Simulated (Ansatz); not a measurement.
# BiN (zincblende): other levels of theory at one geometry

An exercise on one series of results from a longer session: the logs are not shown, and one member is left open.

Method: DFT at several levels, plane waves, PAW, in Ansatz 0.2.0.

### The structure to begin with

Symmetry: F-43m, No. 216, cubic system. Conventional cell: a = 5.552 Å, b = 5.552 Å, c = 5.552 Å, α = 90.00°, β = 90.00°, γ = 90.00°. Around Bi (site symmetry -43m) lie 4 N at 2.40 Å. N (site symmetry -43m) is surrounded by 4 Bi at 2.40 Å.

Coordinates:

```xyz
2
Lattice="0.0000 2.7761 2.7761 2.7761 0.0000 2.7761 2.7761 2.7761 0.0000" Properties=species:S:1:pos:R:3 pbc="T T T"
Bi    0.0000    0.0000    0.0000
N     1.3881    1.3881    1.3881
```

An earlier run at PBE left this cell at 21.395 Å³/atom and 0.00 GPa (10×10×10 mesh), a metal on this mesh.

Levels to run: PBE+SOC; r²SCAN; PBEsol; LDA; HSE06. Hardware: 2 threads of an Arm CPU, shared host.

Set-up of the first run:

File input.yaml:

```yaml
crystal:
  lattice:
    - [0.0, 2.7761039627, 2.7761039627]
    - [2.7761039627, 0.0, 2.7761039627]
    - [2.7761039627, 2.7761039627, 0.0]
  atoms:
    - { symbol: Bi, position: [0.0, 0.0, 0.0] }
    - { symbol: "N", position: [0.25, 0.25, 0.25] }
basis:
  ecutwfc: 420
  ecutrho_ratio: 4
kpoints:
  mp_grid: { grid: [10, 10, 10] }
hamiltonian:
  xc: pbe
scf:
  occupations: { method: gaussian, width: 0.05 }
output:
  forces: true
  stress: true
  eigenvalues: true
  populations: true
  dos: { projected: true, de: 0.02 }
magnetization:
  noncollinear: true
  spin_orbit: true
```

Steps of the session up to this table: PBE+SOC; r²SCAN; PBEsol; LDA; HSE06.

One of the session's tables, all rows but one given; the rest of the session is left out.

| level | pressure (GPa) |
| --- | --- |
| PBE | 0.0 |
| LDA | -5.3 |
| PBEsol | -3.3 |
| PBE+SOC | ? |
| r²SCAN | -2.1 |
| HSE06 | -2.9 |

Estimate the missing values for PBE+SOC.

**Answer.** pressure (GPa): 0.9. In the column «pressure (GPa)» it is the highest.

The pressure runs from -5.3 GPa (LDA) to 0.9 GPa (PBE+SOC); a negative pressure means that level wants a smaller cell, a positive one a larger cell. Total energies of different levels have different zeros and can't be compared.

Limits of these values: Warnings in the runs' records: stress exchange threshold loose, filled band counts differ across k points, stress scf threshold loose.
